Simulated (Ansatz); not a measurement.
# SiCl4 (silicon tetrachloride) at SVWN5/cc-pVDZ

Aim: the energy change on altering one bond length of SiCl4 (silicon tetrachloride) at SVWN5/cc-pVDZ, from 2 runs. 

Program for the calculation: Ansatz 0.2.0.

43 further runs of the same task are left out: 3 that didn't finish, 40 set aside as unsound or not needed.

## (1) The structure to begin with

The species is SiCl4 (5 atoms), meant as a singlet with charge 0. SMILES: `Cl[Si](Cl)(Cl)Cl`. Geometry: relaxed at PBE0-D4/def2-TZVP.

Bond lengths: Cl1–Si2 2.021 Å, Si2–Cl3 2.022 Å, Si2–Cl4 2.022 Å, Si2–Cl5 2.021 Å. Angles: Cl1–Si2–Cl3 109.5°, Cl1–Si2–Cl4 109.5°, Cl1–Si2–Cl5 109.5°, Cl3–Si2–Cl4 109.5°, Cl3–Si2–Cl5 109.5°, Cl4–Si2–Cl5 109.5°.

## (2) A single-point energy at SVWN5/cc-pVDZ

run.yaml reads:

```yaml
crystal:
  periodic: [false, false, false]
  atoms:
    - {symbol: Cl, position_ang: [-0.962600, -0.087600, 1.762300]}
    - {symbol: Si, position_ang: [0.010000, -0.014700, -0.008300]}
    - {symbol: Cl, position_ang: [1.655400, -1.185900, 0.078100]}
    - {symbol: Cl, position_ang: [-1.212100, -0.676900, -1.476100]}
    - {symbol: Cl, position_ang: [0.559300, 1.891400, -0.397500]}
basis:
  gaussian:
    orbitals: cc-pVDZ
hamiltonian:
  xc: {name: SVWN5}
accuracy: high
output: {orbitals: {seedname: orbitals}}
```

On the command line:

```console
$ ansatz run run.yaml --threads 1 --pin off --max-ram 3480MiB --events-out events.jsonl --progress --plain --runs-dir runs
```

What it wrote:

```text
Warning: RAYON_NUM_THREADS=1 ignored (pool sized by the plan → 1); use --threads N
Functional definition: SVWN5
  name "SVWN5"
  exchange = slater_x
  correlation = vwn5_c
2011 factors; integrals over basis functions are off by at most 3.0e-9 eV
mean field evaluation 1: about -57780.7495 eV, gradient 1.7e1 eV
mean field evaluation 2: about -57780.6743 eV, gradient 1.9e1 eV
mean field evaluation 4: about -57781.5109 eV, gradient 6.2e-1 eV
mean field evaluation 8: about -57781.5002 eV, gradient 6.7e-4 eV
mean field evaluation 16: about -57781.5002 eV, gradient 4.7e-8 eV
mean field -57781.50016190 eV, -2123.4309652423 hartree, gradient 4.7e-8 eV, S^2 0.000000; 0 other end points of the search recorded, 0 dependent functions left out
reference -57781.50016463 eV, -2123.4309653427 hartree; 41, 41 occupied and 49, 49 virtual orbitals, 2011 factors
Total energy: -57781.50016463 eV, -2123.4309653427 hartree
```

It took 3.3 s on 1 thread of Intel Xeon 6975P-C (Granite Rapids), shared host; peak memory 0.25 GiB.

## (3) The distorted shape, same level

input.yaml reads:

```yaml
crystal:
  periodic: [false, false, false]
  atoms:
    - {symbol: Cl, position_ang: [-1.621766, -2.374939, 2.229344]}
    - {symbol: Si, position_ang: [-0.649166, -2.302039, 0.458744]}
    - {symbol: Cl, position_ang: [0.996234, -3.473239, 0.545144]}
    - {symbol: Cl, position_ang: [-1.871266, -2.964239, -1.009056]}
    - {symbol: Cl, position_ang: [0.559300, 1.891400, -0.397500]}
basis:
  gaussian:
    orbitals: cc-pVDZ
total_charge: 0
hamiltonian:
  xc: {name: SVWN5}
accuracy: high
output: {orbitals: {seedname: orbitals}}
```

On the command line:

```console
$ ansatz run input.yaml --threads 1 --pin off --max-ram 3480MiB --events-out events.jsonl --progress --plain --runs-dir runs
```

What it wrote:

```text
Warning: RAYON_NUM_THREADS=1 ignored (pool sized by the plan → 1); use --threads N
[... 4 set-up lines as earlier in the session ...]
1926 factors; integrals over basis functions are off by at most 3.1e-9 eV
mean field evaluation 1: about -57771.5639 eV, gradient 2.9e1 eV
mean field evaluation 2: about -57538.4844 eV, gradient 1.3e2 eV
mean field evaluation 4: about -57774.6170 eV, gradient 1.7e1 eV
mean field evaluation 8: about -57774.7778 eV, gradient 1.6e1 eV
mean field evaluation 16: about -57776.7602 eV, gradient 6.3e-6 eV
mean field -57776.76022548 eV, -2123.2567757919 hartree, gradient 9.0e-8 eV, S^2 0.000000; 2 other end points of the search recorded, 0 dependent functions left out
reference -57776.76022871 eV, -2123.2567759105 hartree; 41, 41 occupied and 49, 49 virtual orbitals, 1926 factors
Total energy: -57776.76022871 eV, -2123.2567759105 hartree
```

Run time: 3.6 s. Hardware: 1 thread of Intel Xeon 6975P-C (Granite Rapids), shared host; peak memory 0.23 GiB.

## (4) What came out

Level: SVWN5/cc-pVDZ.

| quantity | value |
| --- | --- |
| first shape: total energy | -2123.43097 Eh |
| first shape: HOMO energy | -8.12 eV |
| first shape: LUMO energy | -1.73 eV |
| first shape: HOMO–LUMO gap | 6.40 eV |
| distorted shape: total energy | -2123.25678 Eh |
| energy change with the Si2–Cl5 bond stretched from 2.021 to 4.447 Å | 4.740 eV |

**Reading.** One bond (distorted shape) is far stretched, which a spin-restricted single reference describes badly; a broken-symmetry solution may lie lower. With the Si2–Cl5 bond stretched from 2.021 to 4.447 Å the energy rises by 4.74 eV (457 kJ/mol). The first shape isn't relaxed at this level, so the change isn't measured from a minimum. A restricted reference can't describe the breaking bond well at this length.
